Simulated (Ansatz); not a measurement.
**CH3BFN: small, medium and large basis sets**

An exercise on one series of results from a longer session: the logs are not shown, and one member is left open.

Computed with Ansatz 0.2.0, Gaussian basis. Level: one geometry, several basis sets.

Plan: PBE0-D4/def2-SVP; ωB97M-V/def2-SVP; PBE0-D4/def2-QZVPP; ωB97M-V/def2-QZVPP; the functionals' def2-TZVPP values are taken from earlier runs.

## The relaxed structure

All runs share one geometry, relaxed beforehand with PBE0-D4 in a triple-zeta def2 set.

SMILES `FB1CN1`, 7 atoms, charge 0, spin multiplicity 1.

Atoms are counted from 1 here; the program's logs count them from 0.

Bond lengths: F1–B2 1.314 Å, B2–C3 1.541 Å, B2–N4 1.343 Å, C3–N4 1.497 Å, C3–H5 1.090 Å, C3–H6 1.090 Å, N4–H7 1.002 Å. Angles: F1–B2–C3 153.5°, F1–B2–N4 144.5°, C3–B2–N4 62.1°, B2–C3–N4 52.5°, B2–C3–H5 122.0°, B2–C3–H6 122.0°, N4–C3–H5 116.0°, N4–C3–H6 116.0°, H5–C3–H6 113.3°, B2–N4–C3 65.5°, B2–N4–H7 161.2°, C3–N4–H7 133.3°.

Set-up of the first run:

File in.yaml:

```yaml
crystal:
  periodic: [false, false, false]
  atoms:
    - {symbol: F, position_ang: [-1.045529, -1.906182, 0.557316]}
    - {symbol: B, position_ang: [-0.439752, -0.799866, 0.187837]}
    - {symbol: C, position_ang: [0.402186, 0.464550, 0.448898]}
    - {symbol: N, position_ang: [-0.169469, 0.002477, -0.855030]}
    - {symbol: H, position_ang: [1.488151, 0.428074, 0.534902]}
    - {symbol: H, position_ang: [-0.032438, 1.372622, 0.866659]}
    - {symbol: H, position_ang: [-0.141849, 0.370427, -1.786280]}
basis:
  gaussian: {orbitals: def2-SVP}
hamiltonian: {xc: pbe0, dispersion: d4}
output: {orbitals: {seedname: orbitals}}
```

Started as:

```bash
$ ansatz run in.yaml --threads 2 --pin off --events-out ev --progress --plain --max-ram 4352MiB
```

Steps of the session up to this table: PBE0-D4 in def2-SVP; ωB97M-V in def2-SVP; PBE0-D4 in def2-QZVPP; ωB97M-V in def2-QZVPP.

One of the session's tables, all rows but one given; the rest of the session is left out.

```
functional       basis  HOMO (eV)  LUMO (eV)
   PBE0-D4    def2-SVP      -7.65       1.60
   PBE0-D4  def2-TZVPP      -7.78       0.84
   PBE0-D4  def2-QZVPP      -7.81       0.56
   ωB97M-V    def2-SVP      -9.98       3.45
   ωB97M-V  def2-TZVPP          ?          ?
   ωB97M-V  def2-QZVPP     -10.14       1.61
```

**Question.** Estimate the row for ωB97M-V, def2-TZVPP.

As computed: HOMO (eV): -10.11; LUMO (eV): 2.08. In the column «HOMO (eV)» it lies between ωB97M-V, def2-QZVPP (-10.14) and ωB97M-V, def2-SVP (-9.98).
